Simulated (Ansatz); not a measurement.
**FeSi (P2_13): an equation of state far from equilibrium**

An exercise on one series of results from a longer session: the logs are not shown, and one member is left open.

The COD entry's cell or inner coordinates are ideal or old and differ from later refinements, so a difference from it is no clean test against experiment.

Program: Ansatz 0.2.0. Level of theory: DFT PBEsol, scalar-relativistic, plane waves, PAW. These are calculated values, not measurements.

## Starting point

It takes space group P2_13 (No. 198, cubic). The conventional cell has a = 4.404 Å, b = 4.404 Å, c = 4.404 Å, α = 90.00°, β = 90.00°, γ = 90.00°. Fe (site symmetry 3) is surrounded by 7 Si at 2.26 to 2.47 Å. Si (site symmetry 3) is surrounded by 7 Fe at 2.26 to 2.47 Å.

Coordinates:

```cif
data_structure
_symmetry_space_group_name_H-M 'P 1'
_symmetry_Int_Tables_number 1
_cell_length_a 4.4035
_cell_length_b 4.4035
_cell_length_c 4.4035
_cell_angle_alpha 90.000
_cell_angle_beta 90.000
_cell_angle_gamma 90.000
_cell_volume 85.39
loop_
_atom_site_label
_atom_site_type_symbol
_atom_site_fract_x
_atom_site_fract_y
_atom_site_fract_z
_atom_site_occupancy
Fe1 Fe 0.13686 0.13686 0.13686 1
Fe2 Fe 0.36314 0.86314 0.63686 1
Fe3 Fe 0.63686 0.36314 0.86314 1
Fe4 Fe 0.86314 0.63686 0.36314 1
Si1 Si 0.84099 0.84099 0.84099 1
Si2 Si 0.65901 0.15901 0.34099 1
Si3 Si 0.34099 0.65901 0.15901 1
Si4 Si 0.15901 0.34099 0.65901 1
```

This cell comes from an earlier session at PBEsol: 10.674 Å³/atom at -0.03 GPa, on a 8×8×8 mesh.

Set-up of the first run:

File input.yaml:

```yaml
crystal:
  lattice:
    - [4.3440227765, 0.0, 0.0]
    - [0.0, 4.3440227765, 0.0]
    - [0.0, 0.0, 4.3440227765]
  atoms:
    - { symbol: Fe, position: [0.1368615787, 0.1368615787, 0.1368615787] }
    - { symbol: Fe, position: [0.3631384213, 0.8631384213, 0.6368615787] }
    - { symbol: Fe, position: [0.6368615787, 0.3631384213, 0.8631384213] }
    - { symbol: Fe, position: [0.8631384213, 0.6368615787, 0.3631384213] }
    - { symbol: Si, position: [0.8409949847, 0.8409949847, 0.8409949847] }
    - { symbol: Si, position: [0.6590050153, 0.1590050153, 0.3409949847] }
    - { symbol: Si, position: [0.3409949847, 0.6590050153, 0.1590050153] }
    - { symbol: Si, position: [0.1590050153, 0.3409949847, 0.6590050153] }
basis:
  ecutwfc: 420
  ecutrho_ratio: 4
kpoints:
  mp_grid: { grid: [8, 8, 8] }
hamiltonian:
  xc: pbesol
scf:
  occupations: { method: gaussian, width: 0.05 }
output:
  forces: true
  stress: true
  eigenvalues: true
relax:
  f_tol: 0.01
  max_steps: 40
```

Started as:

```sh
$ ansatz run input.yaml --threads 2 --pin off --max-ram 5120MiB --backend cpu --events-out ev --progress --plain --runs-dir out
```

Steps of the session up to this table: Volume × 0.96; Volume × 1.04; Volume × 0.92; Volume × 0.88; Volume × 0.84; Volume × 0.8; Volume × 0.76; Volume × 0.72.

One table of the session follows, with a row left open; its other results are not shown here.

| volume (Å³/atom) | energy above the lowest (meV/atom) | pressure (GPa) | gap on the mesh (eV) |
| --- | --- | --- | --- |
| 7.685 | 1136.3 | 163.5 | 0.13 |
| 8.112 | 758.7 | 121.6 | 0.13 |
| 8.539 | 480.6 | 88.4 | 0.13 |
| 8.966 | 281.5 | 62.0 | 0.14 |
| 9.393 | 145.4 | 41.0 | 0.14 |
| 9.820 | ? | ? | ? |
| 10.247 | 13.7 | 10.7 | 0.15 |
| 10.674 | 0.0 | 0.0 | 0.15 |
| 11.101 | 11.9 | -8.5 | 0.15 |

**Question.** Estimate the row for volume (Å³/atom) = 9.820.

Worked estimate for «energy above the lowest (meV/atom)». A straight line through the neighbours (9.393, 145.4) and (10.247, 13.7) gives 145.4 + (13.7 − 145.4) × (9.820 − 9.393) / (10.247 − 9.393) = 79.5; a parabola fitted to 4 rows on both sides gives 59.2.

**Answer.** energy above the lowest (meV/atom): 59.4; pressure (GPa): 24.1; gap on the mesh (eV): 0.14. In «energy above the lowest (meV/atom)» the line misses by +20.1 and the parabola by -0.2.

Limits of these values: Other structures may be lower in enthalpy at these pressures. Warnings in the runs' records: stress scf threshold loose.
